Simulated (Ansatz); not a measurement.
# ClFGe2H4, SMILES [F][GeH]([Cl])[GeH3]: a single point from an input written key by key

Computed with the Ansatz DFT code, driven from Python.

Notebook, run cell by cell (the value of a cell's last expression is shown):

**Cell 1**
```python
import ansatz as az
```

**Cell 2**
```python
DECK = """
crystal:
  periodic: [false, false, false]
  atoms:
    - { symbol: F, position_ang: [-1.5477, -0.5344, -1.7468] }
    - { symbol: Ge, position_ang: [-0.4531, 0.5452, -0.9277] }
    - { symbol: Cl, position_ang: [1.187, 0.9784, -2.2514] }
    - { symbol: Ge, position_ang: [0.4226, -0.5499, 1.0348] }
    - { symbol: H, position_ang: [-1.1443, 1.8658, -0.5427] }
    - { symbol: H, position_ang: [-0.8457, -0.8529, 1.9762] }
    - { symbol: H, position_ang: [1.0729, -1.8822, 0.6381] }
    - { symbol: H, position_ang: [1.4004, 0.373, 1.7636] }
basis:
  gaussian: { orbitals: def2-SVP }
correlation:
  method: mp2
"""
```

**Cell 3**
```python
session = az.Session.from_yaml(DECK)
report = session.plan(threads=1).execute().report
```

**Cell 4**
```python
print(f"E = {report['free_energy_ev']:.6f} eV = {report['free_energy_ev'] / 27.211386246:.7f} Ha")
print("converged:", report["converged"], " doubts:", report["published_state_doubts"] or "none")
symbols = ["F", "Ge", "Cl", "Ge", "H", "H", "H", "H"]
print("correlation energy", round(report["free_energy_ev"] - report["reference_energy_ev"], 5), "eV")
cluster = report["correlation"].get("coupled_cluster")
if cluster:
    print("cycles", cluster["cycles"], " T1 diagnostic", round(cluster["t1_diagnostic"], 4), " largest double", round(cluster["largest_double"], 4))
state = report["mean_field"]["state"]
print(f"mean field: {state['energy']['hartree']:.7f} Ha, <S^2> = {abs(state['spin_squared']):.4f}, stability: {state.get('stability', {}).get('kind')}")
```
Output:
```text
E = -128222.908097 eV = -4712.1049600 Ha
converged: True  doubts: none
correlation energy -21.20947 eV
mean field: -4711.3255263 Ha, <S^2> = 0.0000, stability: minimum
```

Total energies depend on the basis set; only differences at equal settings carry meaning. The geometry is a force-field or estimated start, not a minimum of this method, and the basis set is short of its limit. Run time: 4.1 s on 1 thread of Arm Neoverse V1, with other jobs on the host, peak memory 0.3 GiB.

(Lines on the test bed's own set-up are left out of the output.)
